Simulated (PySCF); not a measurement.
# TbSF: other functionals and bases at one geometry

The task here is to estimate one member of a computed series from the others.

The runs use PySCF 2.14.0; several levels, as the steps say, no spin–orbit coupling.

1 further run of the same task is left out (for a known fault of the program).

## The system as given

3 atoms, charge 0, spin multiplicity 1.

Bond lengths: Tb1–S2 2.336 Å, Tb1–F3 2.010 Å. Angles: S2–Tb1–F3 112.9°.

Coordinates:

```xyz
3
FSTb
Tb   -0.18163    0.00000   -0.41464
S     1.79405    0.00000    0.83149
F    -1.83106    0.00000    0.73416
```

Formal oxidation states: Tb +3. Each metal's 8 4f electrons lie in its core potential, so multiplicities, spins and levels count the valence alone. An earlier session relaxed this geometry at PBE0, Tb lcecp-1-SVP with ECP54, S def2-SVP, F def2-SVP (singlet, point group Cs).

At PBE0 on the finer grid: E = -534.188870 Eh, HOMO -5.92 eV, LUMO -2.72 eV, Mulliken charge on Tb1 +0.81 e, largest force component 0.004 eV/Å. 

Levels to run: r2SCAN; TPSSh; PBE0, TZVP. Hardware: 2 threads of Arm Neoverse V1, shared host.

Set-up of the first run:

Contents of run.py (the lines that set the calculation):

```python
mol = gto.M(atom='''
Tb    -0.18163     0.00000    -0.41464
S      1.79405     0.00000     0.83149
F     -1.83106     0.00000     0.73416''',
    basis={'Tb': 'lcecp-1-SVP', 'S': 'def2-SVP', 'F': 'def2-SVP'},
    ecp={'Tb': 'lcecp-1-SVP'},
    charge=0, spin=0)
mf = dft.RKS(mol, xc='R2SCAN')
mf.grids.atom_grid = (75, 302)  # f atoms: unpruned, at least (60, 302)
mf = mf.density_fit()  # fitting sets: Tb AutoAux, S def2-universal-JKFIT, F def2-universal-JKFIT
mf.conv_tol = 1e-08; mf.max_cycle = 55
mf.kernel(dm0)  # dm0: the density of the relaxed state
```

Command:

```
$ OMP_NUM_THREADS=2 python run.py
```

Steps of the session up to this table: r2SCAN; TPSSh; PBE0, TZVP.

One table of the session follows, with a row left open; its other results are not shown here.

| level | HOMO (eV) | gap (eV) | charge on Tb1 (e) | dipole (D) | largest force component (eV/Å) |
| --- | --- | --- | --- | --- | --- |
| PBE0 (relaxed here) | -5.92 | 3.21 | 0.81 | 8.22 | 0.00 |
| r2SCAN | ? | ? | ? | ? | ? |
| TPSSh | -5.33 | 2.44 | 0.81 | 8.11 | 0.30 |
| PBE0, TZVP | -5.95 | 3.23 | 1.18 | 8.47 | 0.05 |

Estimate the missing values for r2SCAN.

**Answer.** HOMO (eV): -5.06; gap (eV): 2.17; charge on Tb1 (e): 0.80; dipole (D): 8.09; largest force component (eV/Å): 0.28. In the column «HOMO (eV)» it is the highest.

In one basis the HOMO–LUMO gap runs from 2.17 eV (r2SCAN) to 3.21 eV (PBE0). The largest leftover force, 0.30 eV/Å with TPSSh, stands at a geometry relaxed at another level. With 4f in the core, its levels are missing from HOMO and gap, and its count is fixed, so no charge can pass from the ligands into it. Total energies of different levels can't be compared.
